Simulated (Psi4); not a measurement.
# TiHCl3O (SMILES Cl[Ti](Cl)(Cl)O): OMP2/def2-SVP (density fitting for correlation)

We compute the energy of TiHCl3O. The job is set up through a Python script.

Program for the calculation: Psi4 1.11.

4 further runs of the same task are left out: 4 that didn't finish.

## 1. Starting point

The species is TiHCl3O (6 atoms), meant as a singlet with charge 0. As SMILES, `Cl[Ti](Cl)(Cl)O`. The shape is that of a PBE0-D4/def2-TZVP optimisation.

Bond lengths: Cl1–Ti2 2.179 Å, Ti2–Cl3 2.179 Å, Ti2–Cl4 2.180 Å, Ti2–O5 1.745 Å, O5–H6 0.958 Å. Angles: Cl1–Ti2–Cl3 108.5°, Cl1–Ti2–Cl4 110.3°, Cl1–Ti2–O5 109.1°, Cl3–Ti2–Cl4 110.3°, Cl3–Ti2–O5 109.1°, Cl4–Ti2–O5 109.5°, Ti2–O5–H6 146.9°.

## 2. A single-point energy at OMP2/def2-SVP (density fitting for correlation)

Input file cl3hoti.xyz:

```xyz
6
Cl3HOTi
Cl    -1.629250    -0.831330     1.360800
Ti    -0.080580    -0.347470    -0.093680
Cl     1.757320    -1.362960     0.488070
Cl    -0.693400    -0.978720    -2.087950
O      0.191890     1.375840    -0.087440
H      0.454040     2.144630     0.420190
```

Input file run.py:

```python
import psi4

psi4.set_memory('2200 MB')
psi4.set_num_threads(1)
psi4.core.set_output_file('cl3hoti.out', False)

with open('cl3hoti.xyz') as f:
    atoms = ''.join(f.readlines()[2:])
geom = psi4.geometry('0 1\n' + atoms + 'symmetry c1')

psi4.set_options({
    'basis': 'def2-SVP',
    'puream': True,
    'e_convergence': 1e-09,
    'd_convergence': 1e-08,
    'scf_type': 'pk',
    'num_frozen_docc': 21,
})

result, w = psi4.energy('omp2', return_wfn=True)
print(f'total energy {result:.8f} hartree = {result * 27.211386:.5f} eV')
for k, v in sorted(psi4.core.scalar_variables().items()):
    print(f'{k:45s} {v:18.10f}')
```

Command:

```
$ python run.py
```

Q: Predict the results. Wanted: total energy; HOMO energy; LUMO energy; HOMO–LUMO gap; correlation energy.

**Answer.** As computed:

At OMP2/def2-SVP (density fitting for correlation), 21 core orbitals frozen:

```
                                    quantity           value
                                total energy  -2302.91625 Eh
         HOMO energy (Hartree–Fock orbitals)       -12.41 eV
         LUMO energy (Hartree–Fock orbitals)         0.43 eV
       HOMO–LUMO gap (Hartree–Fock orbitals)        12.84 eV
correlation energy (21 core orbitals frozen)      -941.3 mEh
```
